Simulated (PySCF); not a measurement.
# C2H8SSi: magnetic properties

An exercise on one series of results from a longer session: the logs are not shown, and one member is left open.

Computed with PySCF 2.14.0 and routines of our own; the level stands in each step. Atoms count from 0.

## The starting structure

12 atoms, charge 0, multiplicity 1; geometry from: GFN2-xTB.

Set-up of the first run:

What the job is given:

```
{"job": {"xc": "PBE0", "basis": "def2-SVP", "d3": "d3bj", "grid": 1, "kind": "geom"}, "charge": 0, "multiplicity": 1}
Si     1.797675     0.158559    -0.101445
C     -0.054839     0.135272    -0.552309
C     -0.906935    -0.430831     0.562440
S     -2.683049    -0.536814     0.116136
H      2.249147    -1.209589     0.151714
H      2.529968     0.746547    -1.221387
H      1.980649     0.969965     1.103159
H     -0.211850    -0.456555    -1.456149
H     -0.389596     1.149504    -0.784091
H     -0.628340    -1.458427     0.793161
H     -0.833241     0.165789     1.471606
H     -2.848391     0.765895    -0.108862
```

Command:

```
$ OMP_NUM_THREADS=1 python excited_run.py task.json out
```

This one command runs all jobs of the session in turn.

Among the steps run: Relaxing the molecule at PBE0-D3(BJ)/def2-SVP; Magnetic properties: GIAO B97-2/aug-pcSseg-1; Magnetic properties: GIAO B3LYP/aug-pcSseg-1; Magnetic properties: GIAO PBE/aug-pcSseg-1; Magnetic properties: GIAO OLYP/aug-pcSseg-1; Magnetic properties: GIAO CAM-B3LYP/aug-pcSseg-1; Magnetic properties: GIAO revPBE/aug-pcSseg-1.

One table of the session follows, with a row left open; its other results are not shown here.

```
                      level  gap (eV)
    GIAO B97-2/aug-pcSseg-1      6.29
    GIAO B3LYP/aug-pcSseg-1      6.05
      GIAO PBE/aug-pcSseg-1      4.65
     GIAO OLYP/aug-pcSseg-1      4.40
GIAO CAM-B3LYP/aug-pcSseg-1      8.36
   GIAO revPBE/aug-pcSseg-1         ?
```

Estimate the missing values for GIAO revPBE/aug-pcSseg-1.

As computed: gap (eV): 4.64. In the column «gap (eV)» it lies between GIAO OLYP/aug-pcSseg-1 (4.40) and GIAO PBE/aug-pcSseg-1 (4.65).

To keep in mind: No frequency check was run at this level, so the end point may be a saddle. Vibrational averaging and real surroundings are missing from these values.
